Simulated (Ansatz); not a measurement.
# Ti2P (P-62m) in Ansatz: further runs

One crystal, Ti2P, is run at these levels: PBEsol, LDA; tasks: band structure.

Program: Ansatz 0.2.0. These are calculated values, not measurements. Logs are shortened: lines on timing, memory, paths and dates and some standing lists are left out, and cuts for length are marked.

**1. The crystal as given**

The structure is hexagonal, space group P-62m (No. 189). Conventional cell: a = 6.605 Å, b = 6.605 Å, c = 3.506 Å, α = 90.00°, β = 90.00°, γ = 120.00°. Around Ti (site symmetry m2m) lie 5 P at 2.66 to 2.70 Å and 6 Ti at 2.84 to 2.94 Å. Around Ti (site symmetry m2m) lie 4 P at 2.43 to 2.51 Å. P (site symmetry -6) has 9 Ti at 2.51 to 2.66 Å as nearest neighbours. Around P (site symmetry -62m) lie 9 Ti at 2.43 to 2.70 Å.

The cell comes from a database or a generator and needn't be the stable form of this composition.

**2. Band structure, PBEsol**

Input file input.yaml:

```yaml
crystal:
  lattice:
    - [6.6049653572, 0.0, 0.0]
    - [-3.3024826786, 5.7200677905, 0.0]
    - [0.0, 0.0, 3.50638335]
  atoms:
    - { symbol: Ti, position: [0.0, 0.59164464, 0.0] }
    - { symbol: Ti, position: [0.40835536, 0.40835536, 0.0] }
    - { symbol: Ti, position: [0.59164464, 0.0, 0.0] }
    - { symbol: Ti, position: [0.74602746, 0.74602746, 0.5] }
    - { symbol: Ti, position: [0.25397254, 0.0, 0.5] }
    - { symbol: Ti, position: [0.0, 0.25397254, 0.5] }
    - { symbol: P, position: [0.3333333333, 0.6666666667, 0.5] }
    - { symbol: P, position: [0.6666666667, 0.3333333333, 0.5] }
    - { symbol: P, position: [0.0, 0.0, 0.0] }
kpoints:
  mp_grid: { grid: [5, 5, 8] }
  band_path:
    path:
      - [0.0, 0.0, 0.0]
      - [0.5, 0.0, 0.0]
      - [0.3333333333, 0.3333333333, 0.0]
      - [0.0, 0.0, 0.0]
      - [0.0, 0.0, 0.5]
      - [0.5, 0.0, 0.5]
      - [0.3333333333, 0.3333333333, 0.5]
      - [0.0, 0.0, 0.5]
    npoints: 6
scf:
  occupations: { method: fermi_dirac, width: 0.05 }
hamiltonian:
  xc: pbesol
  pseudopotentials: { kind: all_electron, lapw: { basis_error: 0.002 } }
output:
  forces: true
  stress: true
  eigenvalues: true
```

Potentials or basis: all-electron LAPW, scalar-relativistic.

On the command line:

```
> ansatz run input.yaml --threads 8 --pin off --max-ram 24576MiB --backend cpu --events-out ev --progress --plain --runs-dir out
```

What it wrote:

```text
Warning: RAYON_NUM_THREADS=8 ignored (pool sized by the plan → 8); use --threads N
LAPW: plane waves up to 7.868 Å⁻¹, error target 2.0e-3 eV per atom; small_component_spin mean_spin; P in spheres of 1.080 Å, 13 of its electrons in bands, Dirac shells []; Ti in spheres of 1.346 Å, 12 of its electrons in bands, Dirac shells [] (how accurate: hamiltonian.pseudopotentials.lapw.basis_error, Limitations)
Engine: ansatz 0.2.0, x86_64-unknown-linux-gnu
Pseudopotentials: kind: all_electron
Pseudopotential: Ti, LAPW, valence charge 12, lapw/all_electron/scalar/gaussian/Ti, Koelling and Harmon's equation, gaussian nucleus
Pseudopotential: P, LAPW, valence charge 13, lapw/all_electron/scalar/gaussian/P, Koelling and Harmon's equation, gaussian nucleus
Functional definition: PBEsol
  exchange = pbesol_x
  correlation = pbesol_c
Crystal: 9 atoms, lattice volume = 132.474 Å³
Basis set: ecut = 235.86825040583477 eV, 1083 PW (Γ), exchange–correlation at level 2
Bands: 67, of which v1, the nominal top of the filled ones, is band 56 counted from 1 (55 counted from 0)
Symmetry: 12 space group operations
Space group: P-62m (ITA 189), of the structure as read, at distance tolerance 5.1e-5 Å
k-points: 25 of 200 (time reversal used)
Non-local potential: Ti, projectors of the file, none
Non-local potential: P, projectors of the file, none
Initial density: superposition of atomic densities (chi_scale 0.1, normalization cell, long waves kept (reshape's long-wave potential 0.01 eV rms))
Initial wavefunctions: plane waves of lowest kinetic energy (no species holds an atomic orbital)
Functional: x = pbesol(κ = 0.804, μ = 0.12345679012345678), c = pbesol(β = 0.046)
iter 1 solved again at ethr=4.20e-3 eV; its pass at ethr=1.00e-1 eV (dr2=4.67e0 eV) is discarded
SCF iter   1: F=—  HF=-167137.588157 eV  |F-HF|=—  |Δ(HF+E_count)|=         —  Δρ=3.65e-2  dr2=4.68e0  ethr=4.20e-3  ⟨swp⟩=2.0  Hψ=11464  notcnv=0
preconditioner: auto → Kerker (q_TF=auto, 2.649 Å⁻¹)  [metal: Δε(μ)=0.005 eV  Ē_g=5.860 eV  σ=0.050 eV  W_gap=0.03  n_scr=44 (ndim 8)  ℏωp=20.1 eV  f_vac=0.000  D(μ)=8.50/eV (n_scr^D=74)]
SCF iter   2: F=—  HF=-167137.126978 eV  |F-HF|=—  |Δ(HF+E_count)|=   4.61e-1  Δρ=3.63e-2  dr2=3.61e0  ethr=4.20e-3  ⟨swp⟩=3.0  Hψ=5809  notcnv=0
SCF iter   3: F=—  HF=-167136.134597 eV  |F-HF|=—  |Δ(HF+E_count)|=   9.92e-1  Δρ=1.67e-2  dr2=1.28e0  ethr=3.25e-3  ⟨swp⟩=3.0  Hψ=5298  notcnv=0
SCF iter   4: F=—  HF=-167136.024566 eV  |F-HF|=—  |Δ(HF+E_count)|=   1.10e-1  Δρ=1.07e-2  dr2=4.80e-1  ethr=1.15e-3  ⟨swp⟩=2.0  Hψ=5331  notcnv=0
iter 5 solved again at ethr=1.91e-5 eV; its pass at ethr=4.33e-4 eV (dr2=2.12e-2 eV) is discarded
SCF iter   5: F=—  HF=-167135.952157 eV  |F-HF|=—  |Δ(HF+E_count)|=         —  Δρ=2.74e-3  dr2=2.10e-2  ethr=1.91e-5  ⟨swp⟩=2.0  Hψ=8830  notcnv=0
the basis was enlarged: its passes take 770.7 KiB over the memory plan, 8 of 8 planned eigensolver slots
SCF iter   6: F=—  HF=-167135.944829 eV  |F-HF|=—  |Δ(HF+E_count)|=   7.33e-3  Δρ=9.15e-4  dr2=3.15e-3  ethr=1.89e-5  ⟨swp⟩=3.0  Hψ=5551  notcnv=0
SCF iter   7: F=—  HF=-167135.944274 eV  |F-HF|=—  |Δ(HF+E_count)|=   5.55e-4  Δρ=2.22e-4  dr2=7.35e-5  ethr=2.84e-6  ⟨swp⟩=2.0  Hψ=5133  notcnv=0
SCF iter   8: F=—  HF=-167135.944262 eV  |F-HF|=—  |Δ(HF+E_count)|=   1.23e-5  Δρ=9.17e-5  dr2=1.93e-5  ethr=6.62e-8  ⟨swp⟩=3.0  Hψ=5257  notcnv=0
SCF iter   9: F=—  HF=-167135.944257 eV  |F-HF|=—  |Δ(HF+E_count)|=   4.82e-6  Δρ=3.66e-5  dr2=4.31e-6  ethr=1.74e-8  ⟨swp⟩=2.4  Hψ=5147  notcnv=0
SCF iter  10: F=—  HF=-167135.944256 eV  |F-HF|=—  |Δ(HF+E_count)|=   5.49e-7  Δρ=1.63e-5  dr2=8.57e-7  ethr=3.89e-9  ⟨swp⟩=2.0  Hψ=5133  notcnv=0
SCF iter  11: F=-167135.944256 eV  HF=-167135.944256 eV  |F-HF|=1.34e-8  |Δ(HF+E_count)|=   2.86e-7  Δρ=2.89e-6  dr2=2.03e-8  ethr=7.73e-10  ⟨swp⟩=2.1  Hψ=5137  notcnv=0
SCF 1 converged in 11 iterations: F = -167135.944256 eV  dr2 = 2.03e-8
NSCF: frozen V_eff on 43 k-points
SCF converged after 11 iterations
Free energy (F): -167135.944256 eV
Harris-Foulkes:  -167135.944256 eV  (|F-HF|=1.34e-8)
Internal energy: -167135.880991 eV  (E = F + TS)
E sigma→0 (E₀):  -167135.912623 eV
Entropy (-TS):   -0.063266 eV (-7.030 meV/atom)
Fermi energy:    15.197360 eV
--- Per-component energies (eV) ---
  E_band       = -3493.035540
  E_kinetic    = 168542.823289
  E_xc         = -8588.189648
  E_electrostatic = -327090.514631  (all electrons and nuclei)
  E_smearing   = -0.063266  (= −TS)
  E_closure    = 0.000000  (closes the sum)
  E_atoms      = -167064.941790  (free atoms, spherical and without spin; not in F)
  Σ components = -167135.944256   (vs F -167135.944256, Δ=0.00e0)
  Basis errors (estimates in eV, not in F): energy 4.7e-4 per atom: plane waves 3.9e-4 (2.0e-4 summed), levels above the bands 1.6e-19, relativity 1.8e-8, radial functions 7.8e-5, core shells 2.1e-7; eigenvalues (radial functions only) 3.1e-6; not estimated: angular momenta, meshes, grids; target (lapw.basis_error) 2.0e-3; muffin-tin radii P 1.080 Å, Ti 1.346 Å
--- Forces (eV/Å), atoms counted from 1 ---
  atom   1  Ti    -0.00853464     0.01478243     0.00000000
  atom   2  Ti    -0.00853464    -0.01478243     0.00000000
  atom   3  Ti     0.01706928    -0.00000000     0.00000000
  atom   4  Ti     0.01448451     0.02508790     0.00000000
  atom   5  Ti    -0.02896901     0.00000000     0.00000000
  atom   6  Ti     0.01448451    -0.02508790     0.00000000
  atom   7  P      0.00000000     0.00000000     0.00000000
  atom   8  P      0.00000000    -0.00000000     0.00000000
  atom   9  P      0.00000000     0.00000000     0.00000000
  max |Σ_I F_I| component: 6.36e-17 eV/Å
--- Stress (GPa, compression-positive) ---
       -4.127900       0.000000       0.000000
       -0.000000      -4.127900       0.000000
        0.000000       0.000000      -4.599055
  P = ⅓ Tr σ = -4.2850 GPa (-42.850 kbar)
--- Band table (eV; the first three rows and the last of 25) ---
  k-point 0: bands = ["-153.0034", "-153.0034", "-152.9336", "-103.7551", "-103.7551", "-103.7386", "-103.7386", "-103.7385", "-103.7385", "-103.6803", "-103.6803", "-103.6506", "-41.5608", "-41.5391", "-41.5391", "-41.2483", "-41.2279", "-41.2279", "-18.1171", "-18.0529", "-18.0001", "-17.9956", "-17.9956", "-17.9349", "-17.9349", "-17.9106", "-17.9106", "-17.7207", "-17.7207", "-17.6721", "-17.6178", "-17.6178", "-17.5772", "-17.5359", "-17.5041", "-17.5041", "2.7122", "3.9619", "4.2618", "9.6926", "9.6926", "10.0627", "10.0627", "11.4557", "11.6839", "11.6839", "12.1133", "12.6297", "13.8679", "13.9174", "13.9174", "14.0624", "14.0624", "14.1093", "14.8071", "14.8071", "15.3274", "15.3274", "16.0337", "16.1944", "16.1944", "16.2290", "16.2290", "16.4924", "17.0357", "17.2335", "17.2335"]
  k-point 1: bands = ["-153.0034", "-153.0034", "-152.9336", "-103.7551", "-103.7551", "-103.7386", "-103.7386", "-103.7385", "-103.7385", "-103.6803", "-103.6803", "-103.6506", "-41.5581", "-41.5384", "-41.5384", "-41.2497", "-41.2273", "-41.2273", "-18.1087", "-18.0581", "-18.0014", "-18.0014", "-17.9817", "-17.9571", "-17.9571", "-17.9233", "-17.9233", "-17.6934", "-17.6934", "-17.6863", "-17.6187", "-17.6187", "-17.5962", "-17.5423", "-17.5047", "-17.5047", "2.8625", "4.0283", "4.3035", "9.8469", "9.8469", "10.1838", "10.1838", "11.1676", "11.6238", "11.6238", "11.8575", "11.9499", "13.8162", "13.8162", "13.8590", "13.8590", "14.0684", "14.2195", "14.9483", "14.9483", "15.3131", "15.3131", "15.9241", "16.2403", "16.2403", "16.2767", "16.3852", "16.3852", "17.1534", "17.2563", "17.2563"]
  k-point 2: bands = ["-153.0034", "-153.0034", "-152.9336", "-103.7552", "-103.7551", "-103.7386", "-103.7386", "-103.7385", "-103.7385", "-103.6803", "-103.6803", "-103.6506", "-41.5515", "-41.5368", "-41.5368", "-41.2532", "-41.2258", "-41.2258", "-18.0874", "-18.0629", "-18.0205", "-18.0205", "-18.0189", "-18.0189", "-17.9373", "-17.9212", "-17.9212", "-17.7264", "-17.6491", "-17.6491", "-17.6436", "-17.6131", "-17.6131", "-17.5586", "-17.5116", "-17.5116", "3.2734", "4.1900", "4.4096", "10.2469", "10.2469", "10.4772", "10.4772", "10.5453", "10.6894", "11.2917", "11.4722", "11.4722", "13.5164", "13.5164", "13.8377", "13.8377", "14.1107", "14.6502", "14.8749", "14.8749", "15.1351", "15.1351", "15.9232", "15.9367", "16.6260", "16.6260", "16.6977", "16.6977", "17.2696", "17.2899", "17.2899"]
  k-point 24: bands = ["-153.0034", "-153.0034", "-152.9336", "-103.7552", "-103.7551", "-103.7385", "-103.7385", "-103.7385", "-103.7385", "-103.6803", "-103.6803", "-103.6506", "-41.5389", "-41.5374", "-41.5345", "-41.2581", "-41.2240", "-41.2239", "-18.0967", "-18.0701", "-18.0671", "-18.0536", "-18.0412", "-18.0235", "-17.9826", "-17.8893", "-17.8481", "-17.7908", "-17.7080", "-17.6669", "-17.6356", "-17.5974", "-17.5779", "-17.5483", "-17.5338", "-17.5147", "4.1558", "4.4508", "4.4845", "9.1436", "9.4043", "9.6847", "10.9112", "11.1501", "11.1565", "11.1745", "11.1829", "11.5843", "13.6981", "13.8668", "13.9107", "13.9852", "13.9863", "14.0077", "14.0248", "15.3219", "15.3469", "15.3583", "15.4075", "16.7583", "16.8196", "16.8765", "17.0193", "17.0578", "17.1713", "17.2410", "17.2442"]
```

Wall time 16 s (8 threads of Intel Xeon Platinum 8488C (Sapphire Rapids), shared host); peak memory 1.1 GiB.

Results:

```
Free energy             : -167135.9443 eV
Pressure                : -4.3 GPa
Largest force           : 0.029 eV/Å
Band gap along the path : none (metal or under the smearing width)
```

Forces in eV/Å, atoms in the order of the input:
```
Ti  -0.009  0.015  0.000
Ti  -0.009 -0.015  0.000
Ti   0.017  0.000  0.000
Ti   0.014  0.025  0.000
Ti  -0.029  0.000  0.000
Ti   0.014 -0.025  0.000
P    0.000  0.000  0.000
P    0.000  0.000  0.000
P    0.000  0.000  0.000
```

Levels at the corners of the path, in eV from the Fermi level:
| point | band 53 | band 54 | band 55 | band 56 | band 57 | band 58 | band 59 | band 60 |
| --- | --- | --- | --- | --- | --- | --- | --- | --- |
| Γ | -1.13 | -1.09 | -0.39 | -0.39 | 0.13 | 0.13 | 0.84 | 1.00 |
| M | -0.83 | -0.31 | -0.10 | -0.03 | 0.11 | 0.52 | 0.69 | 0.70 |
| K | -0.62 | -0.62 | -0.02 | -0.02 | 0.00 | 0.48 | 0.85 | 0.85 |
| Γ | -1.13 | -1.09 | -0.39 | -0.39 | 0.13 | 0.13 | 0.84 | 1.00 |
| A | -1.22 | -0.83 | -0.83 | -0.06 | 0.16 | 0.16 | 0.36 | 1.61 |
| L | -1.19 | -1.19 | -1.16 | 0.09 | 0.13 | 0.19 | 0.23 | 1.54 |
| H | -1.21 | -1.21 | -1.21 | 0.13 | 0.13 | 0.19 | 0.19 | 1.57 |
| A | -1.22 | -0.83 | -0.83 | -0.06 | 0.16 | 0.16 | 0.36 | 1.61 |

**3. Band structure, LDA**

Edit input.yaml of step 2 so:

```diff
@@ -31,3 +31,3 @@
 hamiltonian:
-  xc: pbesol
+  xc: lda
   pseudopotentials: { kind: all_electron, lapw: { basis_error: 0.002 } }
```

Potentials or basis: all-electron LAPW, scalar-relativistic.

On the command line:

```
> ansatz run input.yaml --threads 8 --pin off --max-ram 24576MiB --backend cpu --events-out ev --progress --plain --runs-dir out
```

It took 14 s on 8 threads of Intel Xeon Platinum 8488C (Sapphire Rapids), shared host; peak memory 1.1 GiB.

The run converged. Its results:

| Quantity | Value |
| --- | --- |
| Free energy | -166952.9896 eV |
| Pressure | -8.3 GPa |
| Largest force | 0.034 eV/Å |
| Band gap along the path | none (metal or under the smearing width) |

Forces in eV/Å, atoms in the order of the input:
```
Ti  -0.007  0.013  0.000
Ti  -0.007 -0.013  0.000
Ti   0.015  0.000  0.000
Ti   0.017  0.029  0.000
Ti  -0.034  0.000  0.000
Ti   0.017 -0.029  0.000
P    0.000  0.000  0.000
P    0.000  0.000  0.000
P    0.000  0.000  0.000
```

Stress tensor (GPa, compression positive):
```
-8.26  0.00  0.00
 0.00 -8.26  0.00
 0.00  0.00 -8.49
```

Levels at the corners of the path, in eV from the Fermi level:
| point | band 53 | band 54 | band 55 | band 56 | band 57 | band 58 | band 59 | band 60 |
| --- | --- | --- | --- | --- | --- | --- | --- | --- |
| Γ | -1.12 | -1.07 | -0.39 | -0.39 | 0.13 | 0.13 | 0.83 | 0.98 |
| M | -0.83 | -0.30 | -0.09 | -0.02 | 0.11 | 0.51 | 0.67 | 0.70 |
| K | -0.62 | -0.62 | -0.01 | -0.01 | -0.01 | 0.49 | 0.85 | 0.85 |
| Γ | -1.12 | -1.07 | -0.39 | -0.39 | 0.13 | 0.13 | 0.83 | 0.98 |
| A | -1.21 | -0.80 | -0.80 | -0.06 | 0.16 | 0.16 | 0.35 | 1.58 |
| L | -1.16 | -1.14 | -1.12 | 0.10 | 0.13 | 0.19 | 0.21 | 1.52 |
| H | -1.18 | -1.18 | -1.18 | 0.13 | 0.13 | 0.18 | 0.18 | 1.55 |
| A | -1.21 | -0.80 | -0.80 | -0.06 | 0.16 | 0.16 | 0.35 | 1.58 |
